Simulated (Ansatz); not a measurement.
# Si8O14F: the cost of one run

All numbers below are computed with Ansatz 0.2.0 (DFT r2SCAN, plane waves, PAW, scalar-relativistic, collinear spin).

## 1. The structure to begin with

The cell holds 23 atoms (FO14Si8): a = 5.908 Å, b = 5.908 Å, c = 5.331 Å, α = 90.00°, β = 90.00°, γ = 90.00°.

The coordinates stand in the first input below.

## 2. End point A

File input.yaml:

```yaml
crystal:
  lattice:
    - [-4.1773, -4.1773, 0.0]
    - [4.1773, -4.1773, 0.0]
    - [0.0, 0.0, 5.331]
  atoms:
    - { symbol: Si, position: [0.507462, 0.4996307, 0.0031487] }
    - { symbol: Si, position: [-0.0045514, 0.4982882, 0.2413938] }
    - { symbol: O, position: [-0.0084677, 0.1949775, 0.2428878] }
    - { symbol: F, position: [0.8118174, 0.4995644, -0.0016098], spin: 1.0 }
    - { symbol: O, position: [0.0029222, 0.8098913, 0.2559128] }
    - { symbol: Si, position: [0.4940049, 0.494912, 0.5020203] }
    - { symbol: Si, position: [-0.0040031, 0.4947731, 0.748787] }
    - { symbol: O, position: [0.1925162, 0.5013975, 0.4941194] }
    - { symbol: O, position: [-0.0075011, 0.1989868, 0.7427819] }
    - { symbol: O, position: [0.8037328, 0.510872, 0.5007133] }
    - { symbol: O, position: [-9.34e-05, 0.8058335, 0.7526964] }
    - { symbol: Si, position: [0.0022567, -0.0003346, -0.0113314] }
    - { symbol: Si, position: [0.4944315, -0.0034389, 0.2527075] }
    - { symbol: O, position: [0.6925745, 0.0067732, -0.0024708] }
    - { symbol: O, position: [0.5038871, 0.6921906, 0.2452602] }
    - { symbol: O, position: [0.3051442, 0.0014852, -8.71e-05] }
    - { symbol: O, position: [0.4917654, 0.3082267, 0.2550368] }
    - { symbol: Si, position: [0.0009485, 0.0086049, 0.5036938] }
    - { symbol: Si, position: [0.4989975, -0.0020283, 0.7550981] }
    - { symbol: O, position: [0.6983021, -0.010106, 0.5019204] }
    - { symbol: O, position: [0.5022279, 0.6898681, 0.7570405] }
    - { symbol: O, position: [0.3071227, 0.0033522, 0.500654] }
    - { symbol: O, position: [0.4964206, 0.3122619, 0.7483862] }
magnetization:
  spin_polarized: true
basis:
  ecutwfc: 500.0
kpoints:
  mp_grid: { grid: [2, 2, 3] }
hamiltonian:
  xc: r2scan
  pseudopotentials: { kind: paw, azcp: { folder: soft_1 } }
scf:
  occupations: { method: fermi_dirac, width: 0.02 }
  lower_state_search: "off"
relax:
  f_tol: 0.03
  max_steps: 60
  adjacent_minimum: "off"
```

Started as:

```sh
$ ansatz run input.yaml --threads 4 --pin off --max-ram 10240MiB --backend cpu --events-out ev --progress --plain --runs-dir out
```

Q: Estimate wall time and peak memory on 4 threads of Arm Neoverse V1, shared host.

About 5.2 min, with a peak of 1 GiB.
